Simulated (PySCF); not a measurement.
# [Yb(H2O)]3+: other functionals and bases at one geometry

How far do other levels of theory move the description of [Yb(H2O)]3+, and what does each cost? The species was built from a template and needn't be a known compound.

The runs use PySCF 2.14.0; several levels, as the steps say, no spin–orbit coupling.

2 further runs of the same task are left out: 1 for a known fault of the program, 1 that didn't finish.

## 1. Starting geometry

4 atoms, charge 3, spin multiplicity 1.

Bond lengths: Yb1–O2 2.126 Å, O2–H3 1.018 Å, O2–H4 1.018 Å. Angles: Yb1–O2–H3 129.0°, Yb1–O2–H4 129.0°, H3–O2–H4 102.1°.

Geometry (Å):

```xyz
4

Yb    0.0000    0.0000   -0.0526
O     0.0000    0.0000    2.0734
H     0.7915    0.0000    2.7135
H    -0.7915    0.0000    2.7135
```

Formal oxidation states: Yb +3. Each metal's 13 4f electrons lie in its core potential, so multiplicities, spins and levels count the valence alone. An earlier session relaxed this geometry at PBE, Yb lcecp-1-SVP with ECP59, O def2-SVP, H def2-SVP (singlet, point group C2v).

At PBE on the finer grid: E = -114.317049 Eh, HOMO -26.90 eV, LUMO -21.91 eV, Mulliken charge on Yb1 +2.47 e, largest force component 0.001 eV/Å. 

Levels to run: CAM-B3LYP; B3LYP; BLYP; PBE0; PBE, TZVP. Hardware: 2 threads of Arm Neoverse V2, shared host.

## 2. CAM-B3LYP

The input, run.py (the lines that set the calculation):

```python
mol = gto.M(atom='''
Yb     0.00000     0.00000    -0.05257
O      0.00000     0.00000     2.07339
H      0.79148     0.00000     2.71353
H     -0.79148     0.00000     2.71353''',
    basis={'Yb': 'lcecp-1-SVP', 'O': 'def2-SVP', 'H': 'def2-SVP'},
    ecp={'Yb': 'lcecp-1-SVP'},
    charge=3, spin=0)
mf = dft.RKS(mol, xc='CAMB3LYP')
mf.grids.atom_grid = (75, 302)  # f atoms: unpruned, at least (60, 302)
mf = mf.density_fit()  # fitting sets: Yb AutoAux, O def2-universal-JKFIT, H def2-universal-JKFIT
mf.conv_tol = 1e-08; mf.max_cycle = 55
mf.kernel(dm0)  # dm0: the density of the relaxed state
```

On the command line:

```
> OMP_NUM_THREADS=2 python run.py
```

## 3. B3LYP

Changes to run.py (the lines that set the calculation) since step 2:

```diff
@@ -8,3 +8,3 @@
     charge=3, spin=0)
-mf = dft.RKS(mol, xc='CAMB3LYP')
+mf = dft.RKS(mol, xc='B3LYP')
 mf.grids.atom_grid = (75, 302)  # f atoms: unpruned, at least (60, 302)
```

## 4. BLYP

Changes to run.py (the lines that set the calculation) since step 3:

```diff
@@ -8,3 +8,3 @@
     charge=3, spin=0)
-mf = dft.RKS(mol, xc='B3LYP')
+mf = dft.RKS(mol, xc='BLYP')
 mf.grids.atom_grid = (75, 302)  # f atoms: unpruned, at least (60, 302)
```

## 5. PBE0

Changes to run.py (the lines that set the calculation) since step 4:

```diff
@@ -8,3 +8,3 @@
     charge=3, spin=0)
-mf = dft.RKS(mol, xc='BLYP')
+mf = dft.RKS(mol, xc='PBE0')
 mf.grids.atom_grid = (75, 302)  # f atoms: unpruned, at least (60, 302)
```

## 6. PBE, TZVP

Basis: Yb lcecp-1-TZVP with ECP59, O def2-TZVP, H def2-TZVP. 

The input, run.py (the lines that set the calculation):

```python
mol = gto.M(atom='''
Yb     0.00000     0.00000    -0.05257
O      0.00000     0.00000     2.07339
H      0.79148     0.00000     2.71353
H     -0.79148     0.00000     2.71353''',
    basis={'Yb': 'lcecp-1-TZVP', 'O': 'def2-TZVP', 'H': 'def2-TZVP'},
    ecp={'Yb': 'lcecp-1-TZVP'},
    charge=3, spin=0)
mf = dft.RKS(mol, xc='PBE')
mf.grids.atom_grid = (75, 302)  # f atoms: unpruned, at least (60, 302)
mf = mf.density_fit()  # fitting sets: Yb AutoAux, O def2-universal-JKFIT, H def2-universal-JKFIT
mf.conv_tol = 1e-08; mf.max_cycle = 55
mf.kernel(dm0)  # dm0: free metal ions and neutral atoms
```

What does the calculation give? Wanted: for each run, HOMO; gap; charge on Yb1; dipole; largest force.

**Answer**, as computed:

| level | state | HOMO (eV) | gap (eV) | charge on Yb1 (e) | dipole (D) | largest force (eV/Å) | basis functions | time |
| --- | --- | --- | --- | --- | --- | --- | --- | --- |
| PBE (relaxed here) | singlet | -26.90 | 4.98 | 2.47 | 3.98 | 0.00 | 57 | 2.3 s |
| CAM-B3LYP | singlet | -29.97 | 9.95 | 2.53 | 3.55 | 0.35 | 57 | 1.4 s |
| B3LYP | singlet | -28.23 | 6.93 | 2.51 | 3.69 | 0.41 | 57 | 1.1 s |
| BLYP | singlet | -26.79 | 4.80 | 2.46 | 3.99 | 0.18 | 57 | 1.3 s |
| PBE0 | singlet | -28.51 | 7.71 | 2.53 | 3.61 | 0.48 | 57 | 1.1 s |
| PBE, TZVP | singlet | -26.89 | 4.93 | 2.58 | 4.01 | 0.29 | 90 | 4 s |

Times are on 2 threads of Arm Neoverse V2, shared host; the first row also made further properties. The dipole of a charged species depends on the origin, so these sizes hold for this origin alone.

In one basis the HOMO–LUMO gap runs from 4.80 eV (BLYP) to 9.95 eV (CAM-B3LYP). The largest leftover force, 0.48 eV/Å with PBE0, stands at a geometry relaxed at another level. The Mulliken charge on Yb spans +2.46 to +2.58 e over the levels. With 4f in the core, its levels are missing from HOMO and gap. Total energies of different levels can't be compared. Spin–orbit coupling is left out throughout.
